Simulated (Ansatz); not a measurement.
# FGeH₃O₂: basis-set convergence

One table from this session's results is given with a row withheld; the runs are named, their logs left out.

Program: Ansatz 0.2.0, Gaussian basis. Level of theory: one geometry, several basis sets. These are calculated values, not measurements.

The runs, in order: PBE0-D4/def2-SVP; ωB97M-V/def2-SVP; PBE0-D4/def2-QZVPP; ωB97M-V/def2-QZVPP; the functionals' def2-TZVPP values are taken from earlier runs.

1 further run of the same task is left out (it didn't finish).

## Structure used throughout

The geometry comes from an earlier relaxation with PBE0-D4 in a triple-zeta def2 set; it is a stationary point, not always the lowest conformer.

SMILES `[OH][GeH]([OH])[F]`, 7 atoms, charge 0, spin multiplicity 1.

Atoms are counted from 1 here; the program's logs count them from 0.

Bond lengths: O1–Ge2 1.758 Å, O1–H5 0.961 Å, Ge2–O3 1.748 Å, Ge2–F4 1.736 Å, Ge2–H6 1.522 Å, O3–H7 0.961 Å. Angles: Ge2–O1–H5 112.4°, O1–Ge2–O3 108.4°, O1–Ge2–F4 104.7°, O1–Ge2–H6 116.0°, O3–Ge2–F4 110.1°, O3–Ge2–H6 108.9°, F4–Ge2–H6 108.5°, Ge2–O3–H7 112.8°.

Set-up of the first run:

Input file in.yaml:

```yaml
crystal:
  periodic: [false, false, false]
  atoms:
    - {symbol: O, position_ang: [-0.352859, 1.140346, -0.859305]}
    - {symbol: Ge, position_ang: [-0.107514, -0.026789, 0.432380]}
    - {symbol: O, position_ang: [1.518225, -0.656049, 0.307557]}
    - {symbol: F, position_ang: [-1.260287, -1.284458, 0.113190]}
    - {symbol: H, position_ang: [-1.209247, 1.041805, -1.283922]}
    - {symbol: H, position_ang: [-0.331411, 0.485846, 1.847486]}
    - {symbol: H, position_ang: [1.804393, -0.768701, -0.603087]}
basis:
  gaussian: {orbitals: def2-SVP}
hamiltonian: {xc: pbe0, dispersion: d4}
output: {orbitals: {seedname: orbitals}}
```

Steps of the session up to this table: PBE0-D4 in def2-SVP; ωB97M-V in def2-SVP; PBE0-D4 in def2-QZVPP; ωB97M-V in def2-QZVPP.

One of the session's tables, all rows but one given; the rest of the session is left out.

It belongs to the step «Density functionals: the series». 

| functional | basis | HOMO (eV) | LUMO (eV) |
| --- | --- | --- | --- |
| PBE0-D4 | def2-SVP | -9.18 | 0.48 |
| PBE0-D4 | def2-TZVPP | -9.41 | 0.09 |
| PBE0-D4 | def2-QZVPP | ? | ? |
| ωB97M-V | def2-SVP | -11.59 | 2.38 |
| ωB97M-V | def2-TZVPP | -11.84 | 1.80 |
| ωB97M-V | def2-QZVPP | -11.91 | 1.38 |

Q: Estimate the row for PBE0-D4, def2-QZVPP from the others.

The run gave: HOMO (eV): -9.47; LUMO (eV): -0.14. In the column «HOMO (eV)» it lies between ωB97M-V, def2-SVP (-11.59) and PBE0-D4, def2-TZVPP (-9.41).
